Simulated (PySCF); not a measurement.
# H4O4Pm (Pm(OH)4-): the cost of one run

The runs use PySCF 2.14.0; PBE0, Pm lcecp-1-SVP with ECP50, O def2-SVP, H def2-SVP; scalar-relativistic core potentials, no spin–orbit coupling.

1 further run of the same task is left out (for a known fault of the program).

**1. Where the work starts**

9 atoms, charge -1, spin multiplicity 1.

Bond lengths: Pm1–O2 2.209 Å, Pm1–O4 2.209 Å, Pm1–O6 2.209 Å, Pm1–O8 2.209 Å, O2–H3 0.966 Å, O4–H5 0.966 Å, O6–H7 0.966 Å, O8–H9 0.966 Å. Angles: O2–Pm1–O4 109.5°, O2–Pm1–O6 109.5°, O2–Pm1–O8 109.5°, O4–Pm1–O6 109.5°, O4–Pm1–O8 109.5°, O6–Pm1–O8 109.5°, Pm1–O2–H3 158.7°, Pm1–O4–H5 158.7°, Pm1–O6–H7 158.7°, Pm1–O8–H9 158.7°.

As a file:

```xyz
9

Pm    0.0000    0.0000    0.0000
O     1.2753    1.2753    1.2753
H     2.0424    1.5474    1.7949
O    -1.2753   -1.2753    1.2753
H    -2.0424   -1.5474    1.7949
O     1.2753   -1.2753   -1.2753
H     1.5474   -2.0424   -1.7949
O    -1.2753    1.2753   -1.2753
H    -1.5474    2.0424   -1.7949
```

Formal oxidation states: Pm +3. Each metal's 4 4f electrons lie in its core potential, so multiplicities, spins and levels count the valence alone.

**2. SCF at the start, singlet**

run.py (the lines that set the calculation) reads:

```python
mol = gto.M(atom='''
Pm     0.00000     0.00000     0.00000
O      1.27530     1.27530     1.27530
H      2.04240     1.54740     1.79490
O     -1.27530    -1.27530     1.27530
H     -2.04240    -1.54740     1.79490
O      1.27530    -1.27530    -1.27530
H      1.54740    -2.04240    -1.79490
O     -1.27530     1.27530    -1.27530
H     -1.54740     2.04240    -1.79490''',
    basis={'Pm': 'lcecp-1-SVP', 'O': 'def2-SVP', 'H': 'def2-SVP'},
    ecp={'Pm': 'lcecp-1-SVP'},
    charge=-1, spin=0)
mf = dft.RKS(mol, xc='PBE0')
mf.grids.atom_grid = (50, 194)  # f atoms: unpruned, at least (60, 302)
mf = mf.density_fit()  # fitting sets: Pm AutoAux, O def2-universal-JKFIT, H def2-universal-JKFIT
mf.conv_tol = 1e-08; mf.max_cycle = 55
mf.kernel(dm0)  # dm0: free metal ions and neutral atoms
```

Started as:

```sh
$ OMP_NUM_THREADS=2 python run.py
```

Q: Estimate wall time and peak memory on 2 threads of Arm Neoverse V2, shared host.

About 3.6 s, with a peak of 0.65 GiB.
